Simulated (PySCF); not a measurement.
# W(CtBu)F3: geometry, NMR shifts and electronic excitations

Aim: predict the NMR shifts and electronic excitations of W(CtBu)F3 (`CC(C)(C)[C]#[W]([F])([F])[F]`).

The runs use PySCF 2.14.0, with density-fitted response routines of our own; the level of theory stands in each step. All values are computed, except where a source is named. Atoms count from 0, in the outputs and in this text.

## (1) The molecule as given

18 atoms, charge 0, multiplicity 1; geometry from: GFN2-xTB. The atoms were then displaced at random by about 0.03 Å, so the start is not that level's minimum.

Bonds of the start (Å): W0–C1 1.94, W0–F15 1.89, W0–F16 2.03, W0–F17 1.77, C1–C2 1.49, C2–C3 1.63, C2–C4 1.49, C2–C5 1.55, C3–H6 1.02, C3–H7 1.08, C3–H8 1.13, C4–H9 1.15, C4–H10 1.07, C4–H11 1.07, C5–H12 1.03, C5–H13 1.10, C5–H14 1.09.

## (2) Relaxing the molecule at PBE0-D3(BJ)/def2-SVP

The job: settings as JSON, then the geometry in Å.

```
{"job": {"xc": "PBE0", "basis": "def2-SVP", "d3": "d3bj", "grid": 1, "maxiter": 40, "shake": 0.03, "kind": "geom"}, "charge": 0, "multiplicity": 1}
W     -0.124660    -0.495110    -2.801150
C     -0.022200    -0.031730    -0.920400
C     -0.064480    -0.012720     0.564290
C      0.723580     1.333950     1.029530
C     -1.437670    -0.112040     1.126000
C      0.818960    -1.145370     1.159740
H      1.666630     1.400390     0.658090
H      0.694770     1.405980     2.110370
H      0.038450     2.175530     0.708060
H     -1.422580    -0.026450     2.273110
H     -1.913520    -1.046310     0.901900
H     -2.019180     0.719680     0.779270
H      1.760470    -1.083830     0.749980
H      0.345010    -2.106530     0.902320
H      0.853310    -1.133300     2.253480
F      1.515420     0.122820    -3.502380
F     -0.898170     1.235320    -3.539510
F     -0.570460    -1.183330    -4.374960
```

On the command line:

```
$ OMP_NUM_THREADS=1 python probes_run.py task.json out
```

One launch serves the whole session: the jobs run in the order shown.

Standard output:

```text
step   0  E = -561.62739179  max force = 0.195698
step   1  E = -561.71029427  max force = 0.087335
step   2  E = -561.74961496  max force = 0.054536
step   3  E = -561.78214008  max force = 0.036517
step   4  E = -561.78770581  max force = 0.031738
step   5  E = -561.76709151  max force = 0.040460
step   6  E = -561.79491303  max force = 0.021174
step   7  E = -561.79506517  max force = 0.023803
step   8  E = -561.79841490  max force = 0.013634
step   9  E = -561.79780654  max force = 0.016533
step  10  E = -561.79918646  max force = 0.007602
step  11  E = -561.79937035  max force = 0.005623
step  12  E = -561.79943609  max force = 0.007321
step  13  E = -561.79947537  max force = 0.001035
step  14  E = -561.79946949  max force = 0.002158
step  15  E = -561.79948158  max force = 0.001263
step  16  E = -561.79947453  max force = 0.001411
step  17  E = -561.79948349  max force = 0.000497
step  18  E = -561.79949049  max force = 0.001265
step  19  E = -561.79949118  max force = 0.000460
step  20  E = -561.79949285  max force = 0.000265
optimisation converged
```

It took 11 min on 1 thread of Arm Neoverse V2, shared host; peak memory 0.86 GiB.

Along the way: (the energy doesn't fall at every step)

| step | energy from step 0 (eV) | largest force component (eV/Å) |
| --- | --- | --- |
| 0 | 0.0000 | 10.0632 |
| 1 | -2.2559 | 4.4909 |
| 2 | -3.3259 | 2.8044 |
| 3 | -4.2109 | 1.8778 |
| 4 | -4.3624 | 1.6320 |
| 5 | -3.8014 | 2.0805 |
| 6 | -4.5585 | 1.0888 |
| 7 | -4.5626 | 1.2240 |
| 8 | -4.6538 | 0.7011 |
| 9 | -4.6372 | 0.8502 |
| 10 | -4.6748 | 0.3909 |
| 11 | -4.6798 | 0.2891 |
| 12 | -4.6816 | 0.3765 |
| 13 | -4.6826 | 0.0532 |
| 14 | -4.6825 | 0.1110 |
| 15 | -4.6828 | 0.0649 |
| 16 | -4.6826 | 0.0726 |
| 17 | -4.6829 | 0.0256 |
| 18 | -4.6830 | 0.0650 |
| 19 | -4.6831 | 0.0237 |
| 20 | -4.6831 | 0.0136 |

Distances of close pairs at the start and the end, largest changes first:

| bond | before (Å) | after (Å) | change (Å) |
| --- | --- | --- | --- |
| W0–C1 | 1.940 | 1.735 | -0.205 |
| W0–F16 | 2.034 | 1.875 | -0.160 |
| W0–F17 | 1.775 | 1.874 | +0.100 |
| C2–C3 | 1.628 | 1.535 | -0.093 |
| C3–H6 | 1.016 | 1.100 | +0.085 |
| C5–H12 | 1.029 | 1.100 | +0.072 |
| C4–H9 | 1.150 | 1.102 | -0.049 |
| C2–C4 | 1.487 | 1.535 | +0.048 |

The next job starts from the end point, and lists it.

| at the end point | value |
| --- | --- |
| rotational constants (GHz, main isotopes) | 1.677, 0.616, 0.616 |
| dipole moment (D) | 1.35 |

## (3) Shielding tensors: PBE0/def2-TZVP+pcSseg-1

The job: settings as JSON, then the geometry in Å.

```
{"job": {"kind": "nmr", "xc": "PBE0", "basis": {"default": "pcSseg-1", "W": "def2-TZVP"}}, "charge": 0, "multiplicity": 1}
W     -0.109251    -0.019330    -2.733137
C     -0.022893    -0.005713    -1.000175
C      0.022260     0.004971     0.481204
C      0.659910     1.321779     0.944614
C     -1.413673    -0.107302     1.012447
C      0.859675    -1.189805     0.957395
H      1.685421     1.419266     0.558147
H      0.701229     1.355689     2.044984
H      0.077280     2.186462     0.593568
H     -1.410269    -0.101194     2.114183
H     -1.886367    -1.041170     0.673664
H     -2.029269     0.735493     0.664523
H      1.888520    -1.128150     0.572574
H      0.421375    -2.138936     0.614725
H      0.903202    -1.206867     2.058122
F      1.690155    -0.046695    -3.259846
F     -1.026766     1.567815    -3.124753
F     -1.066859    -1.589362    -3.094499
```

Level: GIAO PBE0/pcSseg-1 W:def2-TZVP NMR shielding, scalar relativity only through core potentials, gas phase.

Standard output:

```text
coarse grid: 72984 points
cycle   1  E = -561.6440893806  dE = -1.995e+01  |g| = 1.588e+00  |ddm| = 1.082e+01
cycle   2  E = -558.3141172367  dE =  3.330e+00  |g| = 4.343e+00  |ddm| = 3.515e+00
cycle   3  E = -562.0984690994  dE = -3.784e+00  |g| = 4.030e-01  |ddm| = 2.819e+00
cycle   4  E = -562.0995357466  dE = -1.067e-03  |g| = 3.807e-01  |ddm| = 5.353e-01
cycle   5  E = -562.1285465506  dE = -2.901e-02  |g| = 1.297e-01  |ddm| = 3.112e-01
cycle   6  E = -562.1322834939  dE = -3.737e-03  |g| = 1.117e-02  |ddm| = 9.740e-02
cycle   7  E = -562.1323035914  dE = -2.010e-05  |g| = 4.672e-03  |ddm| = 9.594e-03
cycle   8  E = -562.1323084482  dE = -4.857e-06  |g| = 1.290e-03  |ddm| = 4.298e-03
final grid: 154792 points
cycle   9  E = -562.1323784176  dE =  1.035e-06  |g| = 2.741e-03  |ddm| = 3.365e-03
cycle  10  E = -562.1323633371  dE =  1.508e-05  |g| = 8.554e-03  |ddm| = 7.053e-03
cycle  11  E = -562.1323799918  dE = -1.665e-05  |g| = 8.267e-04  |ddm| = 5.668e-03
cycle  12  E = -562.1323801473  dE = -1.555e-07  |g| = 8.103e-05  |ddm| = 7.047e-04
cycle  13  E = -562.1323801484  dE = -1.103e-09  |g| = 2.944e-05  |ddm| = 7.247e-05
cycle  14  E = -562.1323801486  dE = -1.503e-10  |g| = 7.694e-06  |ddm| = 2.157e-05
converged SCF energy = -562.1323801486

GIAO shielding tensors (ppm)
atom      isotropic    diamagn.    paramagn.     s11        s22        s33       span
  0 W          nan         nan         nan        nan        nan        nan        nan
  1 C     -120.351     260.923    -381.274   -258.081   -257.426    154.454    412.535
  2 C      130.999     244.715    -113.716    115.320    115.539    162.137     46.817
  3 C      154.988     247.167     -92.179    140.799    141.859    182.305     41.506
  4 C      154.704     247.264     -92.559    140.566    141.440    182.108     41.542
  5 C      154.960     247.167     -92.207    140.833    141.734    182.314     41.481
  6 H       30.066      30.361      -0.295     26.651     28.571     34.976      8.325
  7 H       30.584      30.514       0.070     27.499     28.507     35.747      8.248
  8 H       30.004      30.369      -0.366     26.613     28.487     34.911      8.298
  9 H       30.567      30.549       0.018     27.499     28.493     35.707      8.208
 10 H       29.983      30.427      -0.444     26.591     28.479     34.880      8.289
 11 H       30.028      30.433      -0.405     26.614     28.570     34.900      8.286
 12 H       30.030      30.357      -0.327     26.636     28.485     34.968      8.332
 13 H       30.047      30.379      -0.332     26.636     28.580     34.924      8.288
 14 H       30.584      30.516       0.068     27.501     28.505     35.746      8.245
 15 F      143.060     469.095    -326.036   -269.338     94.117    604.399    873.737
 16 F      143.792     469.138    -325.346   -269.817     96.133    605.061    874.878
 17 F      143.508     469.124    -325.617   -270.537     95.447    605.613    876.150
```

It took 81 s on 1 thread of Arm Neoverse V2, shared host; peak memory 1.2 GiB.

The references, computed at this level on geometries of the same kind, shield at (ppm): 1H TMS 31.27, 13C TMS 184.4, 19F CFCl3 177.2. Their shielding less the atom's gives the shift. The references are single molecules in the gas phase, so shifts against H2O, NH3, PH3, H3PO4 or CFCl3 are not on the usual liquid scales and can be off by tens of ppm. Atoms listed in one row are averaged.

| atoms | environment | σ (ppm) | δ (ppm) |
| --- | --- | --- | --- |
| C1 | carbon bonded to C, W | -120.4 | 304.8 |
| C2 | carbon bonded to 4 C | 131.0 | 53.4 |
| C3, C4, C5 | carbon bonded to C, 3 H | 154.9 | 29.5 |
| H6, H7, H8, H9, H10 and 4 more | hydrogen on a carbon bonded to C | 30.21 | 1.06 |
| F15, F16, F17 | fluorine bonded to W | 143.5 | 33.8 |

Atoms past Kr carry core potentials, so their printed shieldings have no meaning and are left out of the table.

The run also stored atomic charges by several schemes (e):

| atoms | Mulliken | ESP fit |
| --- | --- | --- |
| W0 | 1.22 | 1.57 |
| C1 | -0.09 | -0.85 |
| C2 | -0.61 | 0.88 |
| C3, C4, C5 | -0.16 | -0.60 |
| F15, F16, F17 | -0.38 | -0.38 |

Mayer bond orders: W0–C1 2.72, W0–F15 0.99, W0–F16 0.99, W0–F17 0.99, C1–C2 0.88, C2–C3 1.02, C2–C4 1.02, C2–C5 1.02.

With diffuse functions Mulliken charges and Mayer bond orders lose their meaning; the other schemes are steadier.

Orbitals, density, ELF and potential are computed afterwards from the orbital file.

Frontier orbitals at PBE0/def2-TZVP+pcSseg-1, with the share of their density that lies nearest to each atom:

| orbital | energy (eV) | lies on |
| --- | --- | --- |
| HOMO | -7.27 | C1 43 %; W0 30 %; F15 9 % |
| LUMO | -1.57 | W0 58 %; F16, F17 about 12 % each; C1 9 % |

ELF in a plane through or near 5 of the atoms.

Ten even steps from ' ' (0.00) to '@' (1.00):
```
                                                        
                                                        
                                                        
                      ..::::                            
                ..  ..**%%##==                          
            ..##%%++--##%%##==                          
            ##@@@@@@##::++++--    ..                    
            ##@@@@@@##++::==..  ::++::                  
            --%%@@%%**++##++..::**##==........          
                    ..++**==++****%%==++**++::          
                ....--####++++****%%==++##++::          
            ++@@@@@@**++##++::::**%%==........          
            %%@@@@@@**::====..  --**--                  
            ++@@@@%%**%%@@%%==    ::..                  
              ::--..**@@@@@@@@                          
                    **@@@@@@@@..                        
                    ..++##++::                          
                                                        
                                                        
                                                        
```
The map spans 11.6 Å across and 9.6 Å up, centred on the molecule. Atoms in the plane (x, y in Å): C3 (-1.0, -1.2), C4 (-0.9, 1.3), H6 (-0.6, -2.1), H7 (-2.1, -1.2), H9 (-2.0, 1.4).

On the surface of density 0.002 e/bohr³ the electrostatic potential runs, from the 1st to the 99th percentile, from -0.90 V near F15 to 2.75 V near W0.

## (4) Ultraviolet spectrum: PBE0/def2-SVPD

Same as in step 3 but for these lines:

```diff
@@ -1,2 +1,2 @@
-{"job": {"kind": "nmr", "xc": "PBE0", "basis": {"default": "pcSseg-1", "W": "def2-TZVP"}}, "charge": 0, "multiplicity": 1}
+{"job": {"kind": "uv", "xc": "PBE0", "basis": "def2-SVPD", "ip": false, "nstates": 10}, "charge": 0, "multiplicity": 1}
 W     -0.109251    -0.019330    -2.733137
```

Method: TDDFT PBE0/def2-SVPD, vertical, gas phase, core orbitals frozen in the response.

Standard output:

```text
coarse grid: 72984 points
cycle   1  E = -561.5537009765  dE = -1.208e+01  |g| = 1.166e+00  |ddm| = 1.506e+01
cycle   2  E = -560.4241798080  dE =  1.130e+00  |g| = 2.663e+00  |ddm| = 4.697e+00
cycle   3  E = -561.7173197916  dE = -1.293e+00  |g| = 6.317e-01  |ddm| = 3.733e+00
cycle   4  E = -561.8091372128  dE = -9.182e-02  |g| = 1.779e-01  |ddm| = 1.160e+00
cycle   5  E = -561.8148639168  dE = -5.727e-03  |g| = 8.800e-02  |ddm| = 4.845e-01
cycle   6  E = -561.8165882379  dE = -1.724e-03  |g| = 7.164e-03  |ddm| = 2.166e-01
cycle   7  E = -561.8165984807  dE = -1.024e-05  |g| = 2.074e-03  |ddm| = 2.919e-02
cycle   8  E = -561.8165994558  dE = -9.751e-07  |g| = 6.331e-04  |ddm| = 5.417e-03
final grid: 154792 points
cycle   9  E = -561.8165773596  dE = -2.234e-07  |g| = 8.183e-04  |ddm| = 1.978e-02
cycle  10  E = -561.8165771099  dE =  2.497e-07  |g| = 1.321e-03  |ddm| = 4.624e-03
cycle  11  E = -561.8165774527  dE = -3.428e-07  |g| = 5.497e-04  |ddm| = 2.828e-03
cycle  12  E = -561.8165775213  dE = -6.859e-08  |g| = 7.050e-05  |ddm| = 7.066e-04
cycle  13  E = -561.8165775222  dE = -8.863e-10  |g| = 2.672e-05  |ddm| = 1.570e-04
converged SCF energy = -561.8165775222

Static polarisability (au): isotropic 99.645, principal 87.293 87.355 124.287

Singlet excitations
state   eV       nm        f      main configurations
  1   3.6166    342.8   0.00000   H-1->L 0.49, H->L+1 0.46
  2   3.9440    314.4   0.01155   H->L 0.89
  3   3.9598    313.1   0.00130   H->L+1 0.52, H-1->L 0.47
  4   3.9679    312.5   0.00648   H-1->L+1 0.91
  5   5.0031    247.8   0.01893   H->L+2 0.97
  6   5.0082    247.6   0.01905   H-1->L+2 0.97
  7   5.4560    227.2   0.00003   H->L+4 0.49, H-1->L+5 0.42
  8   5.7484    215.7   0.00201   H-1->L+5 0.47, H->L+4 0.43
  9   5.7536    215.5   0.00235   H-1->L+4 0.48, H->L+5 0.48
 10   5.8725    211.1   0.00003   H->L+3 0.98

Triplet excitations (Tamm-Dancoff, eV): 3.0773 3.2662 3.2717 3.4163
```

It took 2.7 min on 1 thread of Arm Neoverse V2, shared host; peak memory 1.3 GiB.

Frontier orbitals and where they lie:

| orbital | eV | atoms |
| --- | --- | --- |
| HOMO−3 | -9.88 | C4 22 %, C2 17 %, C5 14 % |
| HOMO−2 | -9.83 | C1 22 %, C2 19 %, W0 10 % |
| HOMO−1 | -7.36 | W0 38 %, C1 33 %, F16 8 % |
| HOMO | -7.36 | W0 38 %, C1 33 %, F15 10 % |
| LUMO | -1.65 | W0 62 %, F17 12 %, F16 11 % |
| LUMO+1 | -1.63 | W0 62 %, F15 13 %, F16 8 % |
| LUMO+2 | -0.71 | W0 51 %, C1 11 %, F15 8 % |

With each of the 10 states as a Gaussian band of 0.4 eV half-width at 1/e, the curve within the window shown has maxima at 314 nm (ε 780), 248 nm (ε 1,500) L/(mol cm). Beyond the last state computed it falls off for lack of states. The curve at chosen wavelengths:

```tsv
nm	ε (L/mol/cm)
201	59
209	151
218	256
226	473
235	1009
243	1459
251	1505
260	1103
268	678
277	410
285	396
293	516
302	684
310	774
319	762
327	667
335	529
344	368
352	247
361	147
369	88
377	50
386	26
394	14
403	7
411	3
```

Leading natural transition orbitals of singlet state 6: the hole lies on C1 45 %; W0 30 %; F16 8 %; the particle on W0 39 %; C1 14 %; F15, F16, F17 about 11 % each.

Leading natural transition orbitals of singlet state 1: the hole lies on C1 46 %; W0 31 %; F17 8 %; the particle on W0 59 %; F16, F17 about 11 % each; C1 9 %.

Further results of this job:

| property | computed |
| --- | --- |
| dipole moment (D) | 1.58 |
| polarisability (Å³) | 14.77 |
| HOMO–LUMO gap (eV) | 5.71 |
| −ε(HOMO) (eV) | 7.36 |

## (5) NMR shieldings: wB97X-D/def2-TZVP+pcSseg-1

Same as in step 4 but for these lines:

```diff
@@ -1,2 +1,2 @@
-{"job": {"kind": "uv", "xc": "PBE0", "basis": "def2-SVPD", "ip": false, "nstates": 10}, "charge": 0, "multiplicity": 1}
+{"job": {"kind": "nmr", "xc": "wB97X-D", "basis": {"default": "pcSseg-1", "W": "def2-TZVP"}, "pop": false}, "charge": 0, "multiplicity": 1}
 W     -0.109251    -0.019330    -2.733137
```

Level: GIAO wB97X-D/pcSseg-1 W:def2-TZVP NMR shielding, scalar relativity only through core potentials, gas phase.

Standard output:

```text
coarse grid: 72984 points
cycle   1  E = -562.1814832745  dE = -2.009e+01  |g| = 1.462e+00  |ddm| = 1.080e+01
cycle   2  E = -561.0657078697  dE =  1.116e+00  |g| = 2.904e+00  |ddm| = 2.407e+00
cycle   3  E = -562.5420150822  dE = -1.476e+00  |g| = 2.992e-01  |ddm| = 1.695e+00
cycle   4  E = -562.5525829236  dE = -1.057e-02  |g| = 1.825e-01  |ddm| = 3.048e-01
cycle   5  E = -562.5593714382  dE = -6.789e-03  |g| = 4.409e-02  |ddm| = 1.349e-01
cycle   6  E = -562.5598074312  dE = -4.360e-04  |g| = 5.880e-03  |ddm| = 3.320e-02
cycle   7  E = -562.5598192645  dE = -1.183e-05  |g| = 2.186e-03  |ddm| = 8.753e-03
cycle   8  E = -562.5598215309  dE = -2.266e-06  |g| = 6.625e-04  |ddm| = 3.564e-03
final grid: 154792 points
cycle   9  E = -562.5507315064  dE = -3.157e-05  |g| = 1.723e-03  |ddm| = 2.740e-02
cycle  10  E = -562.5507323324  dE = -8.260e-07  |g| = 1.020e-03  |ddm| = 3.687e-03
cycle  11  E = -562.5507324835  dE = -1.511e-07  |g| = 5.898e-04  |ddm| = 8.746e-04
cycle  12  E = -562.5507325418  dE = -5.836e-08  |g| = 3.739e-04  |ddm| = 6.241e-04
cycle  13  E = -562.5507325824  dE = -4.055e-08  |g| = 8.116e-05  |ddm| = 3.783e-04
cycle  14  E = -562.5507325848  dE = -2.387e-09  |g| = 4.004e-05  |ddm| = 1.120e-04
cycle  15  E = -562.5507325852  dE = -4.470e-10  |g| = 1.288e-05  |ddm| = 5.524e-05
converged SCF energy = -562.5507325852

GIAO shielding tensors (ppm)
atom      isotropic    diamagn.    paramagn.     s11        s22        s33       span
  0 W          nan         nan         nan        nan        nan        nan        nan
  1 C     -132.849     262.126    -394.975   -276.034   -275.312    152.800    428.834
  2 C      132.190     243.870    -111.680    116.845    117.042    162.685     45.840
  3 C      154.972     247.031     -92.059    141.112    142.015    181.790     40.678
  4 C      154.676     247.126     -92.451    140.853    141.592    181.583     40.729
  5 C      154.945     247.028     -92.084    141.149    141.888    181.797     40.649
  6 H       30.200      30.471      -0.272     26.789     28.748     35.062      8.273
  7 H       30.733      30.591       0.142     27.661     28.655     35.883      8.222
  8 H       30.138      30.481      -0.344     26.750     28.663     35.000      8.250
  9 H       30.715      30.626       0.089     27.663     28.641     35.842      8.179
 10 H       30.116      30.540      -0.423     26.727     28.653     34.969      8.241
 11 H       30.160      30.546      -0.385     26.750     28.747     34.984      8.234
 12 H       30.164      30.466      -0.302     26.774     28.659     35.058      8.284
 13 H       30.181      30.491      -0.310     26.773     28.759     35.009      8.237
 14 H       30.733      30.593       0.140     27.663     28.654     35.882      8.219
 15 F      159.076     469.867    -310.791   -248.646     97.027    628.847    877.493
 16 F      159.966     469.904    -309.938   -249.057     99.455    629.500    878.558
 17 F      159.719     469.895    -310.176   -249.732     98.829    630.060    879.792
```

It took 76 s on 1 thread of Arm Neoverse V2, shared host; peak memory 1.2 GiB.

Key values: δ C1 317.4, C2 52.3, C3 29.7, F15 27.6, H6 1.03 ppm (means over like atoms).

## (6) Comparing the runs: NMR shifts

Shifts (ppm), means over like atoms, with basis size and wall time:

| run | C1 | C2 | C3 | H6 | F15 | functions | time |
| --- | --- | --- | --- | --- | --- | --- | --- |
| PBE0/def2-TZVP+pcSseg-1 | 304.8 | 53.4 | 29.5 | 1.06 | 33.8 | 221 | 81 s |
| wB97X-D/def2-TZVP+pcSseg-1 | 317.4 | 52.3 | 29.7 | 1.03 | 27.6 | 221 | 76 s |

## (7) Outcome

```
                                                                           quantity                        value
                                               rotational constants (main isotopes)         1.68, 0.62, 0.62 GHz
  13C shifts against TMS (PBE0/def2-TZVP+pcSseg-1, means over atoms taken as alike)        304.8, 53.4, 29.5 ppm
   1H shifts against TMS (PBE0/def2-TZVP+pcSseg-1, means over atoms taken as alike)                     1.06 ppm
19F shifts against CFCl3 (PBE0/def2-TZVP+pcSseg-1, means over atoms taken as alike)                     33.8 ppm
                                              surface potential, 1st and 99th percentile           -0.90 V and 2.75 V
                                                    lowest singlet (PBE0/def2-SVPD)  3.62 eV (343 nm), f = 0.000
                                           brightest single state of those computed  state 6, 5.01 eV, f = 0.019
                                                                     lowest triplet                      3.08 eV
                                                           range of the shift of C1           304.8 to 317.4 ppm
```

In words: The start was shaken at random, so part of the energy gained undoes that. Over 20 steps the energy fell by 4.683 eV; of the close pairs, W0–C1 changed most, 1.940 to 1.735 Å. At PBE0/def2-TZVP+pcSseg-1: Shielding is most anisotropic at F15, F16, F17 (span 875 ppm, paramagnetic term -326 ppm). The first singlet state (HOMO−1→LUMO 0.49, HOMO→LUMO+1 0.46) lies at 3.62 eV and is dark; of the 10 states computed, the strongest absorption comes from states 5 to 6 together at 5.01 eV. The lowest triplet lies 0.54 eV below the lowest singlet (triplets in Tamm-Dancoff, singlets in full TDDFT). Spin-orbit coupling, left out, mixes singlets and triplets in elements this heavy. Across the 2 runs the shift of C1 moves most, between 304.8 (PBE0/def2-TZVP+pcSseg-1) and 317.4 ppm (wB97X-D/def2-TZVP+pcSseg-1). Spin-orbit coupling is left out, which matters for shieldings and couplings at and beside the heavy atoms.
